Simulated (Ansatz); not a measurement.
What does this script print? It uses the Python package of Ansatz (0.2.0).

The script, `cs3bi_robust.py`:
```python
"""Stop the SCF of Cs3Bi from a callback once the residual is small."""

import ansatz as az

system = (
    az.Lattice.of((0.0, 4.69659382, 4.69659382), (4.69659382, 0.0, 4.69659382), (4.69659382, 4.69659382, 0.0))
    .atom("Cs", (0.25, 0.25, 0.25))
    .atom("Cs", (0.75, 0.75, 0.75))
    .atom("Cs", (0.5, 0.5, 0.5))
    .atom("Bi", (0.0, 0.0, 0.0))
)

calculation = (
    system.calculation()
    .kpoints(length=20)
    .functional("r2SCAN")
    .occupations("cold", width=0.1)
)

token = az.CancelToken()


def watch(event):
    if event["event"] == "scf_iter":
        row = event["data"]
        print(f"iteration {row['iter']:2d}  Harris-Foulkes {row['harris_foulkes_ev']:.5f} eV  residual {row['dr2_ev']:.2e} eV")
        if row["dr2_ev"] < 1e-4:
            token.cancel()


try:
    calculation.session().plan().execute(on_event=watch, cancel=token)
    print("finished before the stop was seen")
except az.CancelledError:
    print("stopped by the token")
```

```console
$ python cs3bi_robust.py
DeckWarning: basis.ecutwfc = 500 eV, auto-derived from the records' recommended cutoffs: set by Cs (their level for a meta-GGA)
iteration  1  Harris-Foulkes -29470.82551 eV  residual 2.12e-01 eV
iteration  2  Harris-Foulkes -29470.80185 eV  residual 2.19e-02 eV
iteration  3  Harris-Foulkes -29470.79914 eV  residual 1.16e-03 eV
iteration  4  Harris-Foulkes -29470.79965 eV  residual 9.97e-05 eV
stopped by the token
```
(Warnings from the package without file and line.)

Total energies depend on the potentials; only differences at equal settings carry meaning. A total without «per atom» is that of the cell as typed. Spin-orbit coupling, which matters for elements this heavy, is left out. This cell is a computed structure, which may not be the phase found in nature. Finished in 3.9 s on 1 thread of Arm Neoverse V2, with other jobs on the host, peak memory 0.86 GiB.

(Lines on the test bed's own set-up are left out of the output.)
